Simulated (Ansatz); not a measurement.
I need a rigid scan of one bond angle of C2H4GeS, SMILES C#[C][GeH2][SH]. Use Ansatz 0.2.0, Python API. Level of theory (for the species named): Hartree-Fock, def2-SVP basis, multiplicity 1.

```xyz
8

C    -2.3728    0.6201   -0.0700
C    -1.2497    0.1929    0.0233
Ge    0.5152   -0.4775    0.1695
S     1.9426    1.0231   -0.6317
H    -3.3589    0.9953   -0.1519
H     0.8403   -0.7560    1.6592
H     0.6375   -1.7920   -0.6425
H     3.0458    0.1942   -0.3559
```

The script, `c2h4ges_bend.py`:
```python
'''Bending curve of C2H4GeS.'''

import ansatz as az
from ase import Atoms


def main() -> None:
    atoms = Atoms(['C', 'C', 'Ge', 'S', 'H', 'H', 'H', 'H'], positions=[
        (-2.3728, 0.6201, -0.07),
        (-1.2497, 0.1929, 0.0233),
        (0.5152, -0.4775, 0.1695),
        (1.9426, 1.0231, -0.6317),
        (-3.3589, 0.9953, -0.1519),
        (0.8403, -0.756, 1.6592),
        (0.6375, -1.792, -0.6425),
        (3.0458, 0.1942, -0.3559),
    ])

    # relax first, so that the scan starts from a minimum
    first = (
        az.Crystal.molecule_from_ase(atoms).calculation()
        .basis(gaussian='def2-SVP')
        .functional('hf')
        .relax(force_tolerance=0.02, max_steps=80)
    )
    atoms.positions = first.run(threads=1).report['positions_ang']

    rows = []
    for angle in [85, 95, 105, 115, 125, 140, 160]:
        bent = atoms.copy()
        bent.set_angle(2, 3, 7, angle, indices=[7])
        calculation = az.Crystal.molecule_from_ase(bent).calculation()
        calculation = calculation.basis(gaussian='def2-SVP')
        calculation = calculation.functional('hf')
        rows.append((angle, calculation.run(threads=1).report['free_energy_ev']))
    floor = min(e for _, e in rows)
    for angle, e in rows:
        print(f'angle Ge2-S3-H7 = {angle:3d} deg   {1000 * (e - floor):9.1f} meV')


if __name__ == '__main__':
    main()
```

```console
$ python c2h4ges_bend.py
angle Ge2-S3-H7 =  85 deg        74.6 meV
angle Ge2-S3-H7 =  95 deg         0.0 meV
angle Ge2-S3-H7 = 105 deg        52.0 meV
angle Ge2-S3-H7 = 115 deg       217.7 meV
angle Ge2-S3-H7 = 125 deg       481.5 meV
angle Ge2-S3-H7 = 140 deg      1012.8 meV
angle Ge2-S3-H7 = 160 deg      1783.5 meV
```

The scan is rigid, and the energies are electronic, in a modest basis. The zero is the lowest point of the grid, which needn't be the minimum. Wall time of the script: 25 s on 1 thread of Arm Neoverse V1 (shared host), peak memory 0.28 GiB.
